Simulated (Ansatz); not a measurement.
# CH4Cl2HfOSe: up Jacob's ladder to CCSD(T)

An exercise on one series of results from a longer session: the logs are not shown, and one member is left open.

Program: Ansatz 0.2.0, Gaussian basis. Level of theory: functionals in def2-TZVPP, the program's frozen cores in correlated methods. These are calculated values, not measurements.

Levels to be run: LDA (SPW92), PBE-D4, revPBE-D4, BLYP-D4, r2SCAN-D4, B97M-V, PBE0-D4, B3LYP-D4, r2SCANh-D4, r2SCAN0-D4, HSE06-D4, BHLYP-D4, CAM-B3LYP-D4, LC-ωPBE, ωB97X-V, ωB97M-V, B2PLYP, PBE-QIDH; CCSD(T)/def2-SVP; CCSD(T)/def2-TZVPP.

### The geometry

All runs share one geometry, relaxed beforehand with PBE0-D4 in a triple-zeta def2 set. Hf takes the def2 core potential; no spin-orbit term is included.

SMILES `C[O][Hf]([Cl])([Cl])[SeH]`, 10 atoms, charge 0, spin multiplicity 1.

Atoms are counted from 1 here; the program's logs count them from 0.

Bond lengths: C1–O2 1.397 Å, C1–H7 1.093 Å, C1–H8 1.093 Å, C1–H9 1.093 Å, O2–Hf3 1.872 Å, Hf3–Cl4 2.346 Å, Hf3–Cl5 2.346 Å, Hf3–Se6 2.571 Å, Se6–H10 1.474 Å. Angles: O2–C1–H7 110.0°, O2–C1–H8 110.0°, O2–C1–H9 109.7°, H7–C1–H8 109.2°, H7–C1–H9 109.0°, H8–C1–H9 109.0°, C1–O2–Hf3 174.8°, O2–Hf3–Cl4 110.5°, O2–Hf3–Cl5 110.5°, O2–Hf3–Se6 103.6°, Cl4–Hf3–Cl5 110.0°, Cl4–Hf3–Se6 111.0°, Cl5–Hf3–Se6 111.0°, Hf3–Se6–H10 89.0°.

Set-up of the first run:

File in.yaml:

```yaml
crystal:
  periodic: [false, false, false]
  atoms:
    - {symbol: C, position_ang: [0.415102, -2.070113, 0.021036]}
    - {symbol: O, position_ang: [0.082505, -0.715551, -0.050392]}
    - {symbol: Hf, position_ang: [-0.484844, 1.055911, -0.256774]}
    - {symbol: Cl, position_ang: [-2.735710, 1.276993, 0.366034]}
    - {symbol: Cl, position_ang: [-0.192589, 1.760819, -2.475230]}
    - {symbol: Se, position_ang: [1.043619, 2.371215, 1.337707]}
    - {symbol: H, position_ang: [0.647165, -2.450749, -0.976673]}
    - {symbol: H, position_ang: [-0.420706, -2.638411, 0.436438]}
    - {symbol: H, position_ang: [1.289017, -2.200796, 0.663724]}
    - {symbol: H, position_ang: [0.356451, 3.610693, 0.934141]}
basis:
  gaussian: {orbitals: def2-TZVPP}
hamiltonian: {xc: lda}
output: {orbitals: {seedname: orbitals}}
```

Among the steps run: LDA; PBE-D4 (GGA); revPBE-D4 (GGA); BLYP-D4 (GGA); r2SCAN-D4 (meta-GGA); B97M-V (meta-GGA); PBE0-D4 (hybrid); B3LYP-D4 (hybrid); r2SCANh-D4 (hybrid); r2SCAN0-D4 (hybrid); HSE06-D4 (hybrid); BHLYP-D4 (hybrid); CAM-B3LYP-D4 (range-separated); LC-ωPBE (range-separated); ωB97X-V (range-separated); ωB97M-V (range-separated); B2PLYP (double hybrid); PBE-QIDH (double hybrid).

One of the session's tables, all rows but one given; the rest of the session is left out.

It belongs to the step «Frontier levels by functional». 

| functional | HOMO (eV) | gap (eV) |
| --- | --- | --- |
| LDA (SPW92) | -6.39 | 4.02 |
| PBE-D4 | ? | ? |
| revPBE-D4 | -6.17 | 4.12 |
| BLYP-D4 | -6.03 | 4.06 |
| r2SCAN-D4 | -6.52 | 4.57 |
| B97M-V | -6.54 | 4.65 |
| PBE0-D4 | -7.36 | 6.06 |
| B3LYP-D4 | -7.10 | 5.61 |
| r2SCANh-D4 | -6.94 | 5.29 |
| r2SCAN0-D4 | -7.56 | 6.37 |
| HSE06-D4 | -6.97 | 5.29 |
| BHLYP-D4 | -8.31 | 8.02 |
| CAM-B3LYP-D4 | -8.59 | 8.41 |
| LC-ωPBE | -9.94 | 10.88 |
| ωB97X-V | -9.60 | 10.46 |
| ωB97M-V | -9.45 | 10.22 |

**Question.** Estimate the row for PBE-D4.

The run gave: HOMO (eV): -6.23; gap (eV): 4.10. In the column «HOMO (eV)» it lies between LDA (SPW92) (-6.39) and revPBE-D4 (-6.17).
